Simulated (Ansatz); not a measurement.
# AlBrH4OSi: a ladder of functionals and wavefunction methods

Aim: compute AlBrH4OSi with functionals from several rungs and with coupled cluster. The yardstick is the atomisation energy at the CCSD(T) limit.

Method: functionals in def2-TZVPP, the program's frozen cores in correlated methods; program: Ansatz 0.2.0, Gaussian basis.

Plan: PBE-D4, r2SCAN-D4, PBE0-D4, B3LYP-D4, ωB97X-V, ωB97M-V, B2PLYP; CCSD(T)/def2-TZVPP; MP2/def2-QZVPP; extrapolation to the limit.

## (1) Structure used throughout

The geometry comes from an earlier relaxation with PBE0-D4 in a triple-zeta def2 set; it is a stationary point, not always the lowest conformer.

SMILES `[AlH2][O][SiH2]Br`, 8 atoms, charge 0, spin multiplicity 1.

Atoms are counted from 1 here; the program's logs count them from 0.

Bond lengths: Al1–O2 1.692 Å, Al1–H5 1.577 Å, Al1–H6 1.577 Å, O2–Si3 1.608 Å, Si3–Br4 2.227 Å, Si3–H7 1.480 Å, Si3–H8 1.480 Å. Angles: O2–Al1–H5 117.5°, O2–Al1–H6 117.5°, H5–Al1–H6 124.9°, Al1–O2–Si3 167.4°, O2–Si3–Br4 109.7°, O2–Si3–H7 111.0°, O2–Si3–H8 111.0°, Br4–Si3–H7 106.8°, Br4–Si3–H8 106.8°, H7–Si3–H8 111.4°.

## (2) PBE-D4 (GGA)

The input, in.yaml:

```yaml
crystal:
  periodic: [false, false, false]
  atoms:
    - {symbol: Al, position_ang: [-0.046020, 1.876884, 0.041347]}
    - {symbol: O, position_ang: [-0.197433, 0.199588, 0.200211]}
    - {symbol: Si, position_ang: [-0.091230, -1.401750, 0.102971]}
    - {symbol: Br, position_ang: [1.431409, -1.960290, -1.423556]}
    - {symbol: H, position_ang: [-0.974717, 2.596534, -1.010455]}
    - {symbol: H, position_ang: [0.985337, 2.607958, 0.983973]}
    - {symbol: H, position_ang: [-1.374230, -1.992942, -0.337425]}
    - {symbol: H, position_ang: [0.358883, -1.983081, 1.387134]}
basis:
  gaussian: {orbitals: def2-TZVPP}
hamiltonian: {xc: pbe, dispersion: d4}
output: {forces: true, orbitals: {seedname: orbitals}}
```

Run with:

```sh
ansatz run in.yaml --threads 4 --pin off --events-out ev --progress --plain --max-ram 10444MiB
```

After this run come: r2SCAN-D4 (meta-GGA); PBE0-D4 (hybrid); B3LYP-D4 (hybrid); ωB97X-V (range-separated); ωB97M-V (range-separated); B2PLYP (double hybrid); CCSD(T) in def2-TZVPP; MP2 in def2-QZVPP.

**Question.** What will the summary of the whole plan be? Wanted: atomisation energy, CCSD(T)/CBS; farthest; mean size of error, hybrid; mean size of error, range-separated; gap, smallest and largest; T1 diagnostic; triples share of the correlation energy.

The runs gave:

```
                               quantity                                 value
        atomisation energy, CCSD(T)/CBS                             26.538 eV
    functionals within 0.265 eV (1.0 %)           r2SCAN-D4, ωB97X-V, ωB97M-V
                               farthest                   PBE0-D4 (-0.762 eV)
             mean size of error, hybrid                              0.596 eV
    mean size of error, range-separated                              0.157 eV
              gap, smallest and largest  4.79 eV (PBE-D4), 11.13 eV (ωB97X-V)
                          T1 diagnostic                                0.0096
triples share of the correlation energy                                 3.2 %
```

In words: PBE-D4 misses by -0.562 eV. Double hybrids carry the basis error of their MP2 part in triple zeta, and no dispersion term here, so their miss is partly the set-up's. Misses under about 0.265 eV are within the doubt on the reference itself, which lacks core-valence correlation, relativity and higher excitations, and its outer-core shells are covered unevenly. All levels share the lack of spin-orbit coupling, which lowers the free heavy atoms and so the true binding. Hartree-Fock recovers 75 % of the binding; the rest is correlation. Orbital gaps span 4.8 to 11.1 eV; exact exchange widens them. Correlated methods include outer-core shells of Br, which these sets cover unevenly.
